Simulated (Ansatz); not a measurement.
# CHBFNS: a ladder of functionals and wavefunction methods

An exercise on one series of results from a longer session: the logs are not shown, and one member is left open.

Method: functionals in def2-TZVPP, the program's frozen cores in correlated methods; program: Ansatz 0.2.0, Gaussian basis.

The runs, in order: LDA (SPW92), PBE-D4, revPBE-D4, BLYP-D4, r2SCAN-D4, B97M-V, PBE0-D4, B3LYP-D4, r2SCANh-D4, r2SCAN0-D4, HSE06-D4, BHLYP-D4, CAM-B3LYP-D4, LC-ωPBE, ωB97X-V, ωB97M-V, B2PLYP, PBE-QIDH; CCSD(T)/def2-SVP; CCSD(T)/def2-TZVPP; MP2/def2-QZVPP; extrapolation to the limit; RPA on PBE.

## The geometry

An earlier PBE0-D4 in a triple-zeta def2 set relaxation fixed the geometry.

SMILES `FC1=NBS1`, 6 atoms, charge 0, spin multiplicity 1.

Atoms are counted from 1 here; the program's logs count them from 0.

Bond lengths: F1–C2 1.300 Å, C2–N3 1.272 Å, C2–S5 1.780 Å, N3–B4 1.461 Å, B4–S5 1.877 Å, B4–H6 1.186 Å. Angles: F1–C2–N3 126.2°, F1–C2–S5 122.2°, N3–C2–S5 111.5°, C2–N3–B4 87.7°, N3–B4–S5 98.2°, N3–B4–H6 131.6°, S5–B4–H6 130.2°, C2–S5–B4 62.5°.

Set-up of the first run:

Contents of in.yaml:

```yaml
crystal:
  periodic: [false, false, false]
  atoms:
    - {symbol: F, position_ang: [0.990271, -1.943888, -0.335719]}
    - {symbol: C, position_ang: [0.404410, -0.799847, -0.138769]}
    - {symbol: N, position_ang: [-0.636071, -0.599340, 0.564238]}
    - {symbol: B, position_ang: [-0.528851, 0.815678, 0.214917]}
    - {symbol: S, position_ang: [1.006983, 0.711825, -0.859834]}
    - {symbol: H, position_ang: [-1.194740, 1.751572, 0.509067]}
basis:
  gaussian: {orbitals: def2-TZVPP}
hamiltonian: {xc: lda}
output: {orbitals: {seedname: orbitals}}
```

Launch:

```sh
$ ansatz run in.yaml --threads 2 --pin off --events-out ev --progress --plain --max-ram 4352MiB
```

Among the steps run: LDA; PBE-D4 (GGA); revPBE-D4 (GGA); BLYP-D4 (GGA); r2SCAN-D4 (meta-GGA); B97M-V (meta-GGA); B3LYP-D4 (hybrid); r2SCANh-D4 (hybrid); r2SCAN0-D4 (hybrid); HSE06-D4 (hybrid); BHLYP-D4 (hybrid); CAM-B3LYP-D4 (range-separated); LC-ωPBE (range-separated); ωB97X-V (range-separated); ωB97M-V (range-separated); B2PLYP (double hybrid); PBE-QIDH (double hybrid).

One of the session's tables, all rows but one given; the rest of the session is left out.

```
  functional  HOMO (eV)  LUMO (eV)  gap (eV)
 LDA (SPW92)      -6.79      -3.69      3.10
      PBE-D4      -6.61      -3.37      3.24
   revPBE-D4      -6.54      -3.24      3.30
     BLYP-D4      -6.44      -3.20      3.23
   r2SCAN-D4      -6.86      -3.07      3.80
      B97M-V      -6.90      -2.98      3.93
     PBE0-D4      -7.80      -2.34      5.46
    B3LYP-D4      -7.56      -2.56      4.99
  r2SCANh-D4      -7.30      -2.70      4.60
  r2SCAN0-D4      -7.97      -2.16      5.81
    HSE06-D4      -7.40      -2.73      4.67
    BHLYP-D4          ?          ?         ?
CAM-B3LYP-D4      -9.11      -1.19      7.92
     LC-ωPBE     -10.49       0.00     10.49
     ωB97X-V     -10.10      -0.04     10.06
     ωB97M-V      -9.94      -0.20      9.74
```

Estimate the missing values for BHLYP-D4.

Worked estimate for «HOMO (eV)». Against the share of exact exchange, BLYP-D4 (0, -6.44), B3LYP-D4 (0.2, -7.56) give a slope of -5.60 per unit share; at 0.5 the line stands at -9.24.

The run gave: HOMO (eV): -8.85; LUMO (eV): -1.19; gap (eV): 7.65. In «HOMO (eV)» the line misses by -0.39.
